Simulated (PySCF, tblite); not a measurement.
# C₆H₁₃BOSi: geometry, infrared bands and NMR shifts

Aim: predict the infrared bands and NMR shifts of C₆H₁₃BOSi (`[BH3-][O+]1C[C@@H]2C=C[SiH2][C@H]1C2`).

Programs: tblite 0.8.0 and PySCF 2.14.0, with density-fitted response routines of our own. Each step states its level of theory. These are calculated values for one molecule in the gas phase, unless marked as measured. Atoms count from 0, in the outputs and in this text.

## Step 1: The starting structure

22 atoms, charge 0, multiplicity 1; geometry from: force field or distance geometry start.

Bonds of the start (Å): B0–O1 1.52, O1–C2 1.44, C2–C3 1.53, C3–C4 1.52, C4–C5 1.36, C5–Si6 1.86, Si6–C7 1.89, C7–C8 1.53, C7–O1 1.43, C8–C3 1.51, B0–H9 1.19, B0–H10 1.19, B0–H11 1.19, C2–H12 1.11, C2–H13 1.11, C3–H14 1.12, C4–H15 1.08, C5–H16 1.08, Si6–H17 1.46, Si6–H18 1.48, C7–H19 1.11, C8–H20 1.11, C8–H21 1.12.

## Step 2: Geometry optimisation with GFN2-xTB

The job: settings as JSON, then the geometry in Å.

```
{"job": {"kind": "relax", "xc": "GFN2-xTB", "basis": "xTB"}, "charge": 0, "multiplicity": 1}
B      2.502900     0.341600    -0.445600
O      1.007900     0.169900    -0.641100
C      0.629300    -1.203000    -0.419800
C     -0.513200    -1.212100     0.597100
C     -1.873600    -1.095600    -0.070000
C     -2.295900     0.043000    -0.671100
Si    -1.254200     1.583800    -0.588300
C      0.285300     0.957700     0.311900
C     -0.189700     0.013600     1.411800
H      2.796000     1.469900    -0.686400
H      2.824000     0.082000     0.671800
H      3.084800    -0.362500    -1.201600
H      0.279300    -1.632400    -1.380500
H      1.439300    -1.867900    -0.049100
H     -0.484100    -2.128500     1.235200
H     -2.529100    -1.959200    -0.077000
H     -3.262400     0.086500    -1.144100
H     -0.920200     2.069800    -1.927400
H     -1.936500     2.604100     0.231300
H      0.827500     1.836400     0.731300
H      0.637800    -0.182400     2.120200
H     -1.065600     0.404900     1.990600
```

On the command line:

```bash
OMP_NUM_THREADS=1 python probes_run.py task.json out
```

One launch serves the whole session: the jobs run in the order shown.

**Question.** This job is followed by: GFN2-xTB harmonic vibrations, gas phase; GIAO PBE0/pcSseg-1 NMR shielding, non-relativistic, gas phase. What will the session give for the following? strongest single infrared mode (GFN2-xTB); zero-point energy (GFN2-xTB); 13C shifts against TMS (PBE0/pcSseg-1); 1H shifts against TMS (PBE0/pcSseg-1, means over atoms taken as alike); 11B shifts against BF3·OEt2 (PBE0/pcSseg-1); 17O shifts against H2O (PBE0/pcSseg-1); 29Si shifts against TMS (PBE0/pcSseg-1); surface potential, 1st and 99th percentile.

**Answer**, as computed:

```
                                                              quantity                                                                 value
                             strongest single infrared mode (GFN2-xTB)                                                 2228 cm⁻¹, 352 km/mol
                                          zero-point energy (GFN2-xTB)                                                        109.7 kcal/mol
                                13C shifts against TMS (PBE0/pcSseg-1)                              162.7, 128.7, 84.5, 81.1, 44.8, 35.6 ppm
1H shifts against TMS (PBE0/pcSseg-1, means over atoms taken as alike)  7.54, 6.15, 4.61, 4.61, 4.44, 4.10, 3.96, 3.04, 2.85, 2.63, 1.87 ppm
                           11B shifts against BF3·OEt2 (PBE0/pcSseg-1)                                                              -3.3 ppm
                                17O shifts against H2O (PBE0/pcSseg-1)                                                              36.9 ppm
                               29Si shifts against TMS (PBE0/pcSseg-1)                                                             -51.5 ppm
                                 surface potential, 1st and 99th percentile                                                    -1.49 V and 1.28 V
```

In words: The optimisation took 96 steps and gained 0.415 eV; among the close pairs (by a distance rule), B0–O1 changed most, from 1.517 to 1.624 Å. No mode is imaginary among the 60: a minimum at this level. The strongest single mode, at 2228 cm⁻¹, moves mainly H18. Unscaled tight-binding wavenumbers are off by several per cent, some by more. Its intensities can rank the bands wrongly. At PBE0/pcSseg-1: The largest span, 254 ppm, is at C4, where the paramagnetic term is -229 ppm. At PBE0/pcSseg-1, counted by nearest atom on the grid, the HOMO lies on H10 38 %; H9 17 %, the LUMO on C4, C5 about 30 % each; H15, H16 about 8 % each.
